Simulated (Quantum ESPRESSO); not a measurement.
Set up this calculation in Quantum ESPRESSO 7.5, as the native input.

| Quantity | Value |
| --- | --- |
| Task | single point |
| Functional | LDA |
| Potentials or basis | PseudoDojo 0.4.1 SR LDA standard |
| Cutoff | 1061 eV |
| Density cutoff | 4245 eV |
| k mesh | 10 × 10 × 10 |
| Occupations | gaussian, width 0.01 eV |
| Spin | no spin polarisation |
| Form of the LDA correlation | PW92 |
| Mixing beta | 0.5 |
| Most SCF iterations | 120 |
| SCF threshold | 4e-10 Ry |

Crystal: Ge.

```
CELL_PARAMETERS angstrom
0.00000 2.81250 2.81250
2.81250 0.00000 2.81250
2.81250 2.81250 0.00000
ATOMIC_POSITIONS crystal
Ge 0.00000 0.00000 0.00000
Ge 0.25000 0.25000 0.25000
```

One way to write it, as run:

pw.in

```
&CONTROL
  calculation = 'scf'
  prefix = 'pwscf'
  outdir = './tmp'
  pseudo_dir = './pseudo'
  tprnfor = .true.
  tstress = .true.
  disk_io = 'nowf'
/
&SYSTEM
  ibrav = 0
  nat = 2
  ntyp = 1
  ecutwfc = 78
  nbnd = 21
  occupations = 'smearing'
  smearing = 'gaussian'
  degauss = 0.00073499
/
&ELECTRONS
  conv_thr = 4d-10
  electron_maxstep = 120
  mixing_beta = 0.5
/
ATOMIC_SPECIES
Ge    72.6300 Ge.upf
CELL_PARAMETERS angstrom
   0.0000000000    2.8125000000    2.8125000000
   2.8125000000    0.0000000000    2.8125000000
   2.8125000000    2.8125000000    0.0000000000
ATOMIC_POSITIONS crystal
Ge     0.0000000000    0.0000000000    0.0000000000
Ge     0.2500000000    0.2500000000    0.2500000000
K_POINTS automatic
10 10 10 0 0 0
```

Potentials or basis: PseudoDojo 0.4.1 SR LDA standard.

The run is started by

```console
$ OMP_NUM_THREADS=1 pw.x -in pw.in > pw.out
```

Results of the run:

```json
{"Pressure": "-0.2 GPa", "Band gap on the k mesh": "none (metal or under the smearing width)"}
```

Caveat: this crystal is a semiconductor, whose small gap the functional closes, so the metal is an error of the method.

It took 62 s on 1 thread of Arm Neoverse V1, with other jobs on the host, peak memory 0.1 GiB.
